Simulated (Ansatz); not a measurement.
# CH2OSSe: a ladder of functionals and wavefunction methods

One table from this session's results is given with a row withheld; the runs are named, their logs left out.

Method: functionals in def2-TZVPP, the program's frozen cores in correlated methods; program: Ansatz 0.2.0, Gaussian basis.

Levels to be run: LDA (SPW92), PBE-D4, revPBE-D4, BLYP-D4, r2SCAN-D4, B97M-V, PBE0-D4, B3LYP-D4, r2SCANh-D4, r2SCAN0-D4, HSE06-D4, BHLYP-D4, CAM-B3LYP-D4, LC-ωPBE, ωB97X-V, ωB97M-V, B2PLYP, PBE-QIDH; CCSD(T)/def2-SVP; CCSD(T)/def2-TZVPP; MP2/def2-QZVPP; extrapolation to the limit; RPA on PBE.

## Structure used throughout

The geometry comes from an earlier relaxation with PBE0-D4 in a triple-zeta def2 set; it is a stationary point.

SMILES `O=C(S)[SeH]`, 6 atoms, charge 0, spin multiplicity 1.

Atoms are counted from 1 here; the program's logs count them from 0.

Bond lengths: O1–C2 1.190 Å, C2–S3 1.774 Å, C2–Se4 1.941 Å, S3–H5 1.340 Å, Se4–H6 1.467 Å. Angles: O1–C2–S3 120.3°, O1–C2–Se4 118.9°, S3–C2–Se4 120.7°, C2–S3–H5 97.8°, C2–Se4–H6 97.4°.

As a file:

```
O    -0.73451   -1.52198    1.14106
C    -0.27792   -0.65675    0.46273
S     1.24187   -0.91448   -0.41520
Se   -1.22276    1.03377    0.33572
H     1.32576    0.29117   -0.99305
H    -0.29044    1.70417   -0.57736
```

Set-up of the first run:

in.yaml

```yaml
crystal:
  periodic: [false, false, false]
  atoms:
    - {symbol: O, position_ang: [-0.734507, -1.521980, 1.141061]}
    - {symbol: C, position_ang: [-0.277924, -0.656748, 0.462726]}
    - {symbol: S, position_ang: [1.241873, -0.914481, -0.415205]}
    - {symbol: Se, position_ang: [-1.222761, 1.033767, 0.335720]}
    - {symbol: H, position_ang: [1.325764, 0.291173, -0.993046]}
    - {symbol: H, position_ang: [-0.290444, 1.704170, -0.577358]}
basis:
  gaussian: {orbitals: def2-TZVPP}
hamiltonian: {xc: lda}
output: {orbitals: {seedname: orbitals}}
```

Started as:

```console
ansatz run in.yaml --threads 2 --pin off --events-out ev --progress --plain --max-ram 4352MiB
```

Steps of the session up to this table: LDA; PBE-D4 (GGA); revPBE-D4 (GGA); BLYP-D4 (GGA); r2SCAN-D4 (meta-GGA); B97M-V (meta-GGA); PBE0-D4 (hybrid); B3LYP-D4 (hybrid); r2SCANh-D4 (hybrid); r2SCAN0-D4 (hybrid); HSE06-D4 (hybrid); BHLYP-D4 (hybrid); CAM-B3LYP-D4 (range-separated); LC-ωPBE (range-separated); ωB97X-V (range-separated); ωB97M-V (range-separated); B2PLYP (double hybrid); PBE-QIDH (double hybrid).

One of the session's tables, all rows but one given; the rest of the session is left out.

It belongs to the step «Frontier levels by functional». 

```
  functional  HOMO (eV)  gap (eV)
 LDA (SPW92)      -6.62      4.11
      PBE-D4      -6.45      4.17
   revPBE-D4      -6.40      4.20
     BLYP-D4      -6.28      4.12
   r2SCAN-D4      -6.76      4.63
      B97M-V      -6.80      4.73
     PBE0-D4      -7.64      6.24
    B3LYP-D4      -7.39      5.77
  r2SCANh-D4      -7.19      5.39
  r2SCAN0-D4          ?         ?
    HSE06-D4      -7.24      5.46
    BHLYP-D4      -8.67      8.25
CAM-B3LYP-D4      -8.93      8.63
     LC-ωPBE     -10.31     11.22
     ωB97X-V      -9.95     10.72
     ωB97M-V      -9.79     10.41
```

**Question.** Estimate the row for r2SCAN0-D4.

Worked estimate for «HOMO (eV)». Against the share of exact exchange, r2SCAN-D4 (0, -6.76), r2SCANh-D4 (0.1, -7.19) give a slope of -4.30 per unit share; at 0.25 the line stands at -7.83.

**Answer.** HOMO (eV): -7.84; gap (eV): 6.53. In «HOMO (eV)» the line misses by +0.01.
